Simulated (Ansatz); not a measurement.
# BiTe: the cost of one run

Computed with Ansatz 0.2.0 (DFT PBEsol, scalar-relativistic, plane waves, PAW, unless a step's input says otherwise).

## Step 1: The structure to begin with

It takes space group P-3m1 (No. 164, trigonal). Conventional cell: a = 4.423 Å, b = 4.423 Å, c = 24.002 Å, α = 90.00°, β = 90.00°, γ = 120.00°. Around Bi (site symmetry 3m) lie 6 Te at 3.04 to 3.36 Å. Bi (site symmetry 3m) is surrounded by 6 Te at 3.14 to 3.16 Å. Bi (site symmetry 3m) has 3 Bi at 3.27 Å and 3 Te at 3.33 Å as nearest neighbours. Te (site symmetry 3m) is surrounded by 3 Bi at 3.04 Å. Around Te (site symmetry 3m) lie 6 Bi at 3.14 to 3.36 Å. Te (site symmetry 3m) is surrounded by 6 Bi at 3.16 to 3.33 Å.

As a file:

```xyz
12
Lattice="4.4230 0.0000 0.0000 -2.2115 3.8304 0.0000 0.0000 0.0000 24.0020" Properties=species:S:1:pos:R:3 pbc="T T T"
Bi    0.0000    0.0000    2.9810
Bi    0.0000    0.0000   21.0210
Bi    0.0000    2.5536    6.9798
Bi    2.2115    1.2768   17.0222
Bi    2.2115    1.2768   10.9809
Bi    0.0000    2.5536   13.0211
Te    0.0000    2.5536    1.3249
Te    2.2115    1.2768   22.6771
Te    2.2115    1.2768    5.1580
Te    0.0000    2.5536   18.8440
Te    0.0000    0.0000    8.8495
Te    0.0000    0.0000   15.1525
```

Source of the structure: the Crystallography Open Database.

(A quick probe on a coarse mesh, which set the mesh and smearing, is not shown.)

## Step 3: Coarse relaxation

Input file input.yaml:

```yaml
crystal:
  lattice:
    - [4.423, 0.0, 0.0]
    - [-2.2115, 3.8304303609, 0.0]
    - [0.0, 0.0, 24.002]
  atoms:
    - { symbol: Bi, position: [0.0, 0.0, 0.1242] }
    - { symbol: Bi, position: [0.0, 0.0, 0.8758] }
    - { symbol: Bi, position: [0.3333333333, 0.6666666667, 0.2908] }
    - { symbol: Bi, position: [0.6666666667, 0.3333333333, 0.7092] }
    - { symbol: Bi, position: [0.6666666667, 0.3333333333, 0.4575] }
    - { symbol: Bi, position: [0.3333333333, 0.6666666667, 0.5425] }
    - { symbol: Te, position: [0.3333333333, 0.6666666667, 0.0552] }
    - { symbol: Te, position: [0.6666666667, 0.3333333333, 0.9448] }
    - { symbol: Te, position: [0.6666666667, 0.3333333333, 0.2149] }
    - { symbol: Te, position: [0.3333333333, 0.6666666667, 0.7851] }
    - { symbol: Te, position: [0.0, 0.0, 0.3687] }
    - { symbol: Te, position: [0.0, 0.0, 0.6313] }
basis:
  ecutwfc: 420
kpoints:
  mp_grid: { grid: [6, 6, 1] }
hamiltonian:
  xc: pbesol
scf:
  occupations: { method: gaussian, width: 0.1 }
output:
  forces: true
  stress: true
  eigenvalues: true
relax:
  adjacent_minimum: "off"
  f_tol: 0.05
  max_steps: 80
  cell: { stress_tol: 0.5 }
```

Command:

```sh
> ansatz run input.yaml --threads 2 --pin off --max-ram 5120MiB --backend cpu --events-out ev --progress --plain --runs-dir out
```

What time and memory should one allow on 2 threads of Arm Neoverse V2, shared host?

About 56 s, with a peak of 0.94 GiB.
